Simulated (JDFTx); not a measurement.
# O2C2H4 in JDFTx: reference runs

How does O2C2H4 come out in PBE? The cell is run as given.

All numbers are computed with JDFTx 1.7.0 (patched build); they aren't measurements. Logs are shortened: lines on timing, memory, paths and dates and some standing lists are left out, and cuts for length are marked. The log counts tension as positive stress, the text compression.

### Step 1. The molecule as given

The cell holds a molecule in a box, 8 atoms: a = 12.000 Å, b = 12.000 Å, c = 12.000 Å, α = 90.00°, β = 90.00°, γ = 90.00°.

### Step 2. Single point, PBE

H2CO.in

```
lattice \
   22.6767134955     0.0000000000     0.0000000000 \
    0.0000000000    22.6767134955     0.0000000000 \
    0.0000000000     0.0000000000    22.6767134955
coords-type Lattice
ion O      0.4478041700     0.4850958300     0.3916875000 1
ion O      0.4385958300     0.4357375000     0.6079708300 1
ion C      0.5197541700     0.5248375000     0.4490458300 1
ion C      0.5246458300     0.5039375000     0.5719041700 1
ion H      0.5857208300     0.5787458300     0.4135291700 1
ion H      0.6068208300     0.4674125000     0.5905208300 1
ion H      0.5230208300     0.5855375000     0.6139791700 1
ion H      0.3953458300     0.4179625000     0.5421458300 1

ion-species pseudo/O.upf
ion-species pseudo/C.upf
ion-species pseudo/H.upf
elec-cutoff 42 336
elec-ex-corr gga-PBE
kpoint-folding 1 1 1
elec-smearing Fermi 0.0018374661
elec-n-bands 18
electronic-SCF nIterations 100 energyDiffThreshold 1e-09
electronic-minimize nIterations 30 energyDiffThreshold 1e-7
converge-empty-states yes
forces-output-coords Cartesian

dump-name run.$VAR
dump End Ecomponents EigStats BandEigs Kpoints Forces Stress ElecDensity Dtot KEdensity
```

Potentials or basis: PseudoDojo-SR-PBE-0.5-standard with smoothed tails.

On the command line:

```bash
jdftx -c 1 -i H2CO.in -o H2CO.out
```

Log:

```text
*************** JDFTx 1.7.0 (patched build) ***************

Input parsed successfully to the following command list (including defaults):
[... the input with its defaults ...]

---------- Setting up symmetries ----------

Found 48 point-group symmetries of the bravais lattice
Found 1 space-group symmetries with basis
Applied RMS atom displacement 0 bohrs to make symmetries exact.

---------- Initializing the Grid ----------
R =
[      22.6767            0            0  ]
[            0      22.6767            0  ]
[            0            0      22.6767  ]
unit cell volume = 11661.1
G =
[   0.277077          0          0  ]
[          0   0.277077          0  ]
[          0          0   0.277077  ]
Minimum fftbox size, Smin = [  188  188  188  ]
Chosen fftbox size, S = [  192  192  192  ]

---------- Initializing tighter grid for wavefunction operations ----------
R =
[      22.6767            0            0  ]
[            0      22.6767            0  ]
[            0            0      22.6767  ]
unit cell volume = 11661.1
G =
[   0.277077          0          0  ]
[          0   0.277077          0  ]
[          0          0   0.277077  ]
Minimum fftbox size, Smin = [  136  136  136  ]
Chosen fftbox size, S = [  140  140  140  ]

---------- Exchange Correlation functional ----------
Initalized PBE GGA exchange.
Initalized PBE GGA correlation.

---------- Setting up pseudopotentials ----------
Width of ionic core gaussian charges (only for fluid interactions / plotting) set to 0

Reading pseudopotential file 'pseudo/O.upf':
  'O' pseudopotential, 'PBE' functional
  Generated using ONCVPSP code by D. R. Hamann
  6 valence electrons, 2 orbitals, 5 projectors, 936 radial grid points, with lMax = 2
    2S    l: 0   occupation:  2.0   eigenvalue: -0.880572
    2P    l: 1   occupation:  4.0   eigenvalue: -0.331869
  Core radius for overlap checks: 1.39 bohrs.

Reading pseudopotential file 'pseudo/C.upf':
  'C' pseudopotential, 'PBE' functional
  Generated using ONCVPSP code by D. R. Hamann
  4 valence electrons, 2 orbitals, 4 projectors, 1001 radial grid points, with lMax = 1
    2S    l: 0   occupation:  2.0   eigenvalue: -0.505335
    2P    l: 1   occupation:  2.0   eigenvalue: -0.194238
  Core radius for overlap checks: 1.21 bohrs.

Reading pseudopotential file 'pseudo/H.upf':
  'H' pseudopotential, 'PBE' functional
  Generated using ONCVPSP code by D. R. Hamann
  1 valence electrons, 1 orbitals, 3 projectors, 1001 radial grid points, with lMax = 1
    1S    l: 0   occupation:  1.0   eigenvalue: -0.238602
  Core radius for overlap checks: 0.96 bohrs.

Initialized 3 species with 8 total atoms.

[... 30 lines left out ...]
LCAOMinimize: Converged (|Delta F|<1.000000e-06 for 2 iters).

-------- Electronic minimization -----------
Will mix electronic density at each iteration.
	FillingsUpdate:  mu: -0.222179587  nElectrons: 24.000000
	FillingsUpdate:  mu: -0.237129157  nElectrons: 24.000000
SCF: Cycle:  0   F: -45.700668020421993   dF: -4.179e-01   |Residual|: 3.641e-01   |deigs|: 6.780e-02
	FillingsUpdate:  mu: -0.200000000  nElectrons: 24.000000
SCF: Cycle:  1   F: -45.782316907463652   dF: -8.165e-02   |Residual|: 1.907e-01   |deigs|: 3.585e-02
	FillingsUpdate:  mu: -0.167209658  nElectrons: 24.000000
SCF: Cycle:  2   F: -45.803268168312407   dF: -2.095e-02   |Residual|: 4.862e-02   |deigs|: 3.552e-02
	FillingsUpdate:  mu: -0.162668266  nElectrons: 24.000000
SCF: Cycle:  3   F: -45.804521744038240   dF: -1.254e-03   |Residual|: 2.369e-02   |deigs|: 7.437e-03
	FillingsUpdate:  mu: -0.158255414  nElectrons: 24.000000
SCF: Cycle:  4   F: -45.804795232371717   dF: -2.735e-04   |Residual|: 9.107e-03   |deigs|: 4.771e-03
	FillingsUpdate:  mu: -0.152843772  nElectrons: 24.000000
SCF: Cycle:  5   F: -45.804979504855439   dF: -1.843e-04   |Residual|: 6.146e-03   |deigs|: 4.606e-03
	FillingsUpdate:  mu: -0.148272149  nElectrons: 24.000000
SCF: Cycle:  6   F: -45.805018259290414   dF: -3.875e-05   |Residual|: 3.679e-03   |deigs|: 4.524e-03
	FillingsUpdate:  mu: -0.144758308  nElectrons: 24.000000
SCF: Cycle:  7   F: -45.805032554355336   dF: -1.430e-05   |Residual|: 2.396e-03   |deigs|: 3.888e-03
[... 21 lines left out ...]
SCF: Cycle: 18   F: -45.805085956848430   dF: -1.829e-08   |Residual|: 3.262e-05   |deigs|: 1.712e-04
	FillingsUpdate:  mu: -0.141274832  nElectrons: 24.000000
SCF: Cycle: 19   F: -45.805085968322423   dF: -1.147e-08   |Residual|: 2.030e-05   |deigs|: 3.369e-04
	FillingsUpdate:  mu: -0.141273888  nElectrons: 24.000000
SCF: Cycle: 20   F: -45.805085972234785   dF: -3.912e-09   |Residual|: 1.030e-05   |deigs|: 1.403e-04
	FillingsUpdate:  mu: -0.141274842  nElectrons: 24.000000
SCF: Cycle: 21   F: -45.805085975029691   dF: -2.795e-09   |Residual|: 6.258e-06   |deigs|: 7.077e-05
	FillingsUpdate:  mu: -0.141276330  nElectrons: 24.000000
SCF: Cycle: 22   F: -45.805085976913283   dF: -1.884e-09   |Residual|: 3.963e-06   |deigs|: 4.641e-05
	FillingsUpdate:  mu: -0.141277849  nElectrons: 24.000000
SCF: Cycle: 23   F: -45.805085978170936   dF: -1.258e-09   |Residual|: 2.197e-06   |deigs|: 1.067e-04
	FillingsUpdate:  mu: -0.141278115  nElectrons: 24.000000
SCF: Cycle: 24   F: -45.805085978652748   dF: -4.818e-10   |Residual|: 1.686e-06   |deigs|: 5.444e-05
	FillingsUpdate:  mu: -0.141278588  nElectrons: 24.000000
SCF: Cycle: 25   F: -45.805085978909013   dF: -2.563e-10   |Residual|: 1.516e-06   |deigs|: 2.659e-05
SCF: Converged (|Delta E|<1.000000e-09 for 2 iters).

Setting wave functions to eigenvectors of Hamiltonian
Converging empty states (this may take a while): |deigs|: 6.949e-05

# Stress tensor in Cartesian coordinates [Eh/a0^3]:
[ -4.32796e-06 -2.28242e-06 -1.38308e-06  ]
[ -2.28242e-06 -2.30186e-06 -3.71034e-07  ]
[ -1.38308e-06 -3.71034e-07 -3.88736e-06  ]

# Ionic positions in lattice coordinates:
ion O   0.447804170000000   0.485095830000000   0.391687500000000 1
ion O   0.438595830000000   0.435737500000000   0.607970830000000 1
ion C   0.519754170000000   0.524837500000000   0.449045830000000 1
ion C   0.524645830000000   0.503937500000000   0.571904170000000 1
ion H   0.585720830000000   0.578745830000000   0.413529170000000 1
ion H   0.606820830000000   0.467412500000000   0.590520830000000 1
ion H   0.523020830000000   0.585537500000000   0.613979170000000 1
ion H   0.395345830000000   0.417962500000000   0.542145830000000 1

# Forces in Cartesian coordinates:
force O  -0.014036025326066  -0.007831746582076  -0.010716730622781 1
force O  -0.003434657799628  -0.004258663292854   0.009141864965420 1
force C   0.010642137144947   0.006346780469114   0.006137274174094 1
force C   0.002304757377413   0.001806217962876  -0.001087894624047 1
force H   0.003619815679786   0.002862354369255  -0.001506517234383 1
force H   0.003746531102089  -0.001177568934182   0.001237782703308 1
force H   0.000421961633541   0.003506061488638   0.002186817579920 1
force H  -0.003266819756579  -0.001252255929952  -0.005398019545884 1

# Energy components:
   Eewald =       32.3714146167606174
       EH =       69.5755839467622792
     Eloc =     -162.0178649874064831
      Enl =       -6.0890825530533261
      Exc =      -14.0112662277002880
 Exc_core =        1.6255165398878020
       KE =       32.7406126858403965
-------------------------------------
     Etot =      -45.8050859789090126
       TS =        0.0000000000000001
-------------------------------------
        F =      -45.8050859789090126

IonicMinimize: Iter:   0  F: -45.805085978909013  |grad|_K:  5.726e-03
IonicMinimize: None of the convergence criteria satisfied after 0 iterations.

#--- Lowdin population analysis ---
# oxidation-state O -0.325 -0.514
# oxidation-state C +0.303 -0.064
# oxidation-state H +0.162 +0.217 +0.217 +0.407

Dumping 'run.eigStats' ...
	eMin: -0.989748 at state 0 ( [ +0.000000 +0.000000 +0.000000 ] spin 0 )
	HOMO: -0.232806 at state 0 ( [ +0.000000 +0.000000 +0.000000 ] spin 0 )
	mu  : -0.141279
	LUMO: -0.077654 at state 0 ( [ +0.000000 +0.000000 +0.000000 ] spin 0 )
	eMax: +0.027313 at state 0 ( [ +0.000000 +0.000000 +0.000000 ] spin 0 )
	HOMO-LUMO gap: +0.155153
	Optical gap  : +0.155153 at state 0 ( [ +0.000000 +0.000000 +0.000000 ] spin 0 )
Done!
[note: mu as printed may lie anywhere between the filled and the empty levels]
```

Wall time 8.3 min (1 thread of Arm Neoverse V2, shared host); peak memory 2.3 GiB.

Results:

```
Free energy                     : -1246.4199 eV
Largest force                   : 0.993 eV/Å
Gap between the frontier levels : 4.22 eV
Loewdin charges                 : O -0.33, -0.51; C +0.30, -0.06; H +0.16, +0.22, +0.41 e
```

Forces on the atoms (eV/Å):
```
O   -0.722 -0.403 -0.551
C    0.547  0.326  0.316
C    0.119  0.093 -0.056
O   -0.177 -0.219  0.470
H    0.186  0.147 -0.077
H    0.193 -0.061  0.064
H    0.022  0.180  0.112
H   -0.168 -0.064 -0.278
```

Levels at points of the mesh, in eV from the valence-band top:
| k point | band 8 | band 9 | band 10 | band 11 | band 12 | band 13 | band 14 | band 15 |
| --- | --- | --- | --- | --- | --- | --- | --- | --- |
| (0.00, 0.00, 0.00) | -4.08 | -3.21 | -2.19 | -0.14 | 0.00 | 4.22 | 5.90 | 6.39 |

Caveat: the atomic charges don't sum to the cell's charge. Expect the measured gap to be larger: semilocal functionals such as PBE lack the derivative discontinuity.
